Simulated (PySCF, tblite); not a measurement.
# C3H8ClOSi2 radical: geometry, infrared bands and EPR parameters

What infrared bands and EPR parameters should C3H8ClOSi2 radical (`[CH2][C@@H]1C[Si@@H](Cl)O[SiH2]1`) show?

Computed with tblite 0.8.0 and PySCF 2.14.0, with density-fitted response routines of our own, on a single molecule in the gas phase. Atoms count from 0, in the outputs and in this text.

### 1 The molecule as given

15 atoms, charge 0, multiplicity 2; geometry from: force field or distance geometry start.

Bonds of the start (Å): C0–C1 1.51, C1–C2 1.54, C2–Si3 1.88, Si3–Cl4 2.10, Si3–O5 1.72, O5–Si6 1.73, Si6–C1 1.87, C0–H7 1.12, C0–H8 1.12, C1–H9 1.08, C2–H10 1.10, C2–H11 1.09, Si3–H12 1.49, Si6–H13 1.45, Si6–H14 1.48.

### 2 Geometry optimisation with GFN2-xTB

What the job is given:

```
{"job": {"kind": "relax", "xc": "GFN2-xTB", "basis": "xTB"}, "charge": 0, "multiplicity": 2}
C     -0.119900    -1.511100    -1.075300
C      0.748100    -0.301900    -0.821400
C      1.050500    -0.130700     0.679200
Si    -0.721000     0.037300     1.295800
Cl    -0.858300     1.341500     2.935800
O     -1.626300     0.761900     0.022000
Si    -0.336000     1.200200    -1.048800
H     -1.199000    -1.199200    -1.119200
H     -0.062900    -2.201700    -0.194000
H      1.666000    -0.283000    -1.395600
H      1.555000     0.836700     0.822500
H      1.565400    -0.997200     1.089500
H     -1.270200    -1.300200     1.663200
H     -0.766500     1.399700    -2.413800
H      0.370800     2.355800    -0.461800
```

Command:

```sh
OMP_NUM_THREADS=1 python probes_run.py task.json out
```

This one command runs all jobs of the session in turn.

**Question.** This job is followed by: GFN2-xTB harmonic vibrations, gas phase; UKS B3LYP, pcH-1 on C Cl H O Si, non-relativistic, mean-field spin-orbit, GIAO. Predict these results of the whole session: strongest single infrared mode (GFN2-xTB); zero-point energy (GFN2-xTB); g(iso) (B3LYP); ⟨S²⟩; largest a(iso) (averaged by class); potential on the surface of density 0.002 e/bohr³, 1st and 99th percentile.

The runs gave:

```
                                                                  quantity                    value
                                 strongest single infrared mode (GFN2-xTB)     690 cm⁻¹, 511 km/mol
                                              zero-point energy (GFN2-xTB)            62.4 kcal/mol
                                                            g(iso) (B3LYP)                  2.00245
                                                                      ⟨S²⟩       0.754 (exact 0.75)
                                        largest a(iso) (averaged by class)  29Si on Si6, -161.4 MHz
potential on the surface of density 0.002 e/bohr³, 1st and 99th percentile       -1.13 V and 1.48 V
```

In words: Over 84 steps the energy fell by 1.721 eV; of the close pairs, Si3–Cl4 changed most, 2.100 to 2.000 Å. All 39 modes are real, so the xTB geometry is a minimum. The strongest single mode, at 690 cm⁻¹, is spread over several atoms, H12, Si3, C1, H14 among them. GFN2-xTB is a fitted tight-binding method: band positions and strengths are rough. Its intensities can rank the bands wrongly. Most of the unpaired spin sits on C0 (1.00 e). The isotropic g lies 0.1 ppt above the free-electron value. These values are for one conformer; the search (at its own cheap level) found 2 more, at 1.16, 1.17 kcal/mol, and measured spectra average over such forms.
